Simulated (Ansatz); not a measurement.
**CH8ClNSi2: how energies converge with the basis set**

One table from this session's results is given with a row withheld; the runs are named, their logs left out.

The runs use Ansatz 0.2.0, Gaussian basis; one geometry, several basis sets.

Plan: PBE0-D4/def2-SVP; ωB97M-V/def2-SVP; PBE0-D4/def2-QZVPP; ωB97M-V/def2-QZVPP; the functionals' def2-TZVPP values are taken from earlier runs.

## The relaxed structure

An earlier PBE0-D4 in a triple-zeta def2 set relaxation fixed the geometry.

SMILES `C[SiH2]N[SiH2]Cl`, 13 atoms, charge 0, spin multiplicity 1.

Atoms are counted from 1 here; the program's logs count them from 0.

Bond lengths: C1–Si2 1.863 Å, C1–H6 1.094 Å, C1–H7 1.093 Å, C1–H8 1.093 Å, Si2–N3 1.739 Å, Si2–H9 1.489 Å, Si2–H10 1.487 Å, N3–Si4 1.705 Å, N3–H11 1.011 Å, Si4–Cl5 2.070 Å, Si4–H12 1.480 Å, Si4–H13 1.477 Å. Angles: Si2–C1–H6 110.7°, Si2–C1–H7 110.6°, Si2–C1–H8 111.1°, H6–C1–H7 108.4°, H6–C1–H8 107.9°, H7–C1–H8 108.1°, C1–Si2–N3 113.1°, C1–Si2–H9 109.5°, C1–Si2–H10 110.3°, N3–Si2–H9 108.6°, N3–Si2–H10 105.5°, H9–Si2–H10 109.6°, Si2–N3–Si4 127.1°, Si2–N3–H11 116.0°, Si4–N3–H11 115.3°, N3–Si4–Cl5 113.1°, N3–Si4–H12 109.7°, N3–Si4–H13 109.3° and more.

Set-up of the first run:

Contents of in.yaml:

```yaml
crystal:
  periodic: [false, false, false]
  atoms:
    - {symbol: C, position_ang: [-0.516110, -0.174613, 2.008174]}
    - {symbol: Si, position_ang: [0.277578, 0.869072, 0.684410]}
    - {symbol: N, position_ang: [-0.308002, 0.508642, -0.913385]}
    - {symbol: Si, position_ang: [0.397439, -0.545385, -2.053584]}
    - {symbol: Cl, position_ang: [-0.000384, -2.540311, -1.669116]}
    - {symbol: H, position_ang: [-0.109229, 0.074678, 2.992119]}
    - {symbol: H, position_ang: [-0.336517, -1.235718, 1.819448]}
    - {symbol: H, position_ang: [-1.596817, -0.013982, 2.041683]}
    - {symbol: H, position_ang: [0.025359, 2.308282, 0.969518]}
    - {symbol: H, position_ang: [1.742138, 0.618735, 0.637537]}
    - {symbol: H, position_ang: [-1.264109, 0.775659, -1.105745]}
    - {symbol: H, position_ang: [-0.158419, -0.270483, -3.397048]}
    - {symbol: H, position_ang: [1.867573, -0.409477, -1.999010]}
basis:
  gaussian: {orbitals: def2-SVP}
hamiltonian: {xc: pbe0, dispersion: d4}
output: {orbitals: {seedname: orbitals}}
```

Started as:

```console
$ ansatz run in.yaml --threads 4 --pin off --events-out ev --progress --plain --max-ram 10444MiB
```

Among the steps run: PBE0-D4 in def2-SVP; ωB97M-V in def2-SVP; PBE0-D4 in def2-QZVPP; ωB97M-V in def2-QZVPP.

One of the session's tables, all rows but one given; the rest of the session is left out.

It belongs to the step «Density functionals: the series». 

| functional | basis | HOMO (eV) | LUMO (eV) |
| --- | --- | --- | --- |
| PBE0-D4 | def2-SVP | -7.74 | 0.77 |
| PBE0-D4 | def2-TZVPP | -7.85 | 0.19 |
| PBE0-D4 | def2-QZVPP | -7.87 | -0.02 |
| ωB97M-V | def2-SVP | -9.98 | 2.58 |
| ωB97M-V | def2-TZVPP | -10.13 | 1.79 |
| ωB97M-V | def2-QZVPP | ? | ? |

Estimate the missing values for ωB97M-V, def2-QZVPP.

**Answer.** HOMO (eV): -10.15; LUMO (eV): 1.30. In the column «HOMO (eV)» it is the lowest.
